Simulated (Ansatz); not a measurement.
Write a Python script for Ansatz's Python interface that makes energies of removing a hydrogen of H₆O₂SSi₂, SMILES O[SiH2]S[SiH2]O. Settings (for the species named): r2SCAN, def2-SVPD basis, multiplicity 1.

`h6o2ssi2.xyz`
```text
11

O    -1.07530    1.66600    1.48700
Si   -1.58220    0.38130    0.53540
S     0.02940   -1.03250    0.73400
Si    1.09910   -0.33900   -0.98080
O     2.44620   -1.25800   -1.07040
H    -0.79160    1.47090    2.36920
H    -1.81680    0.78040   -0.82900
H    -2.73990   -0.25200    1.16290
H     0.23900   -0.47550   -2.19100
H     1.50100    1.08550   -0.80180
H     2.51640   -2.00030   -0.40740
```

The script, `run_bde.py`:
```python
import ansatz as az

SETTINGS = {
    "basis": "def2-SVPD",
    "functional": "r2SCAN",
}


def single_point(molecule, charge=0, unpaired=0):
    calc = (
        molecule.calculation()
        .basis(gaussian=SETTINGS["basis"])
        .functional(SETTINGS["functional"])
    )
    if charge:
        calc = calc.charge(charge)
    if unpaired:
        calc = calc.spin("collinear", total=unpaired)
    report = calc.run(threads=1).report
    if report["published_state_doubts"]:
        print("  doubts:", report["published_state_doubts"])
    return report["free_energy_ev"]

def without(molecule, index):
    rest = az.Crystal.molecule()
    for i, site in enumerate(molecule.cartesian_sites):
        if i != index:
            rest = rest.atom(site.symbol, site.position_ang)
    return rest


def main() -> None:
    geometry = az.Crystal.molecule_from_extxyz("h6o2ssi2.xyz")

    whole = single_point(geometry, 0)
    hydrogen = single_point(az.Crystal.molecule().atom("H", (0, 0, 0)), 0, 1)
    print(f"E(molecule) = {whole:.5f} eV, E(H) = {hydrogen:.5f} eV")
    for index in [10, 9]:
        radical = single_point(without(geometry, index), 0, 1)
        print(f"H{index}: homolysis {(radical + hydrogen - whole):.3f} eV")


if __name__ == "__main__":
    main()
```

```console
$ python run_bde.py
E(molecule) = -30770.83446 eV, E(H) = -13.58417 eV
H10: homolysis 5.206 eV
H9: homolysis 3.925 eV
```

Caveats:
- These settings explore the input space; basis and method may be short of convergence.
- The geometry is a force-field or estimated start, not a minimum of this method, and the basis set is short of its limit. All parts are taken at fixed geometry, without zero-point energy.
- Finished in 70 s on 1 thread of Intel(R) Xeon(R) 6975P-C (Granite Rapids) (shared host), peak memory 0.61 GiB.

(Lines on the test bed's own set-up are left out of the output.)
